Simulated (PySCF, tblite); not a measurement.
**C6H9NSi: geometry, infrared bands and NMR shifts**

Wanted: the infrared bands and NMR shifts of C6H9NSi (`C=C1CN(C2=CC2)[SiH2]1`), by calculation.

The runs use tblite 0.8.0 and PySCF 2.14.0, with density-fitted response routines of our own; the level of theory stands in each step. All values are computed, except where a source is named. Atoms count from 0, in the outputs and in this text.

**1. The molecule as given**

17 atoms, charge 0, multiplicity 1; geometry from: force field or distance geometry start.

Bonds of the start (Å): C0–C1 1.33, C1–C2 1.55, C2–N3 1.46, N3–C4 1.32, C4–C5 1.29, C5–C6 1.44, N3–Si7 1.66, Si7–C1 1.84, C6–C4 1.43, C0–H8 1.09, C0–H9 1.09, C2–H10 1.10, C2–H11 1.10, C5–H12 1.06, C6–H13 1.08, C6–H14 1.07, Si7–H15 1.47, Si7–H16 1.48.

**2. Relaxing the molecule with GFN2-xTB**

The job: settings as JSON, then the geometry in Å.

```
{"job": {"kind": "relax", "xc": "GFN2-xTB", "basis": "xTB"}, "charge": 0, "multiplicity": 1}
C     -3.174400    -0.372000     0.026500
C     -1.892500    -0.035700    -0.010000
C     -0.590400    -0.868200     0.152000
N      0.295700     0.283600    -0.018900
C      1.613000     0.217300     0.029000
C      2.822100     0.666900    -0.028500
C      2.655200    -0.745600     0.184300
Si    -0.850500     1.469600    -0.208500
H     -3.478500    -1.403700     0.181200
H     -3.959700     0.380900    -0.096900
H     -0.431800    -1.624000    -0.630900
H     -0.463300    -1.357000     1.124700
H      3.495800     1.480000    -0.128200
H      2.832100    -1.118300     1.183500
H      2.856900    -1.389800    -0.645300
H     -0.848200     2.020100    -1.574100
H     -0.888600     2.407900     0.934900
```

Launch:

```sh
$ OMP_NUM_THREADS=1 python probes_run.py task.json out
```

This one command runs all jobs of the session in turn.

**Question.** This job is followed by: GFN2-xTB harmonic vibrations, gas phase; GIAO PBE0/pcSseg-1 NMR shielding, non-relativistic, gas phase. What will the session give for the following? strongest single infrared mode (GFN2-xTB); zero-point energy (GFN2-xTB); ¹³C shifts against TMS (PBE0/pcSseg-1); ¹H shifts against TMS (PBE0/pcSseg-1, means over atoms taken as alike); ¹⁵N shifts against NH3 (PBE0/pcSseg-1); ²⁹Si shifts against TMS (PBE0/pcSseg-1); surface potential, 1st and 99th percentile.

The runs gave:

```
                                                              quantity                                      value
                             strongest single infrared mode (GFN2-xTB)                      2244 cm⁻¹, 472 km/mol
                                          zero-point energy (GFN2-xTB)                              79.6 kcal/mol
                                ¹³C shifts against TMS (PBE0/pcSseg-1)  152.9, 132.8, 129.2, 69.2, 64.7, 12.2 ppm
¹H shifts against TMS (PBE0/pcSseg-1, means over atoms taken as alike)     6.13, 5.95, 5.71, 5.11, 4.85, 1.52 ppm
                                ¹⁵N shifts against NH3 (PBE0/pcSseg-1)                                   66.5 ppm
                               ²⁹Si shifts against TMS (PBE0/pcSseg-1)                                  -24.6 ppm
                                 surface potential, 1st and 99th percentile                         -0.82 V and 1.55 V
```

What this shows: Over 34 steps the energy fell by 0.483 eV; of the close pairs, N3–Si7 changed most, 1.660 to 1.746 Å. No mode is imaginary among the 45: a minimum at this level. The strongest single mode, at 2244 cm⁻¹, moves mainly H15 and H16. GFN2-xTB is a fitted tight-binding method: band positions and strengths are rough. Its intensities can rank the bands wrongly. At PBE0/pcSseg-1, counted by nearest atom on the grid, the HOMO lies on C5 36 %; N3 22 %, the LUMO on C0, C1 about 26 % each; H8, H9 about 8 % each.
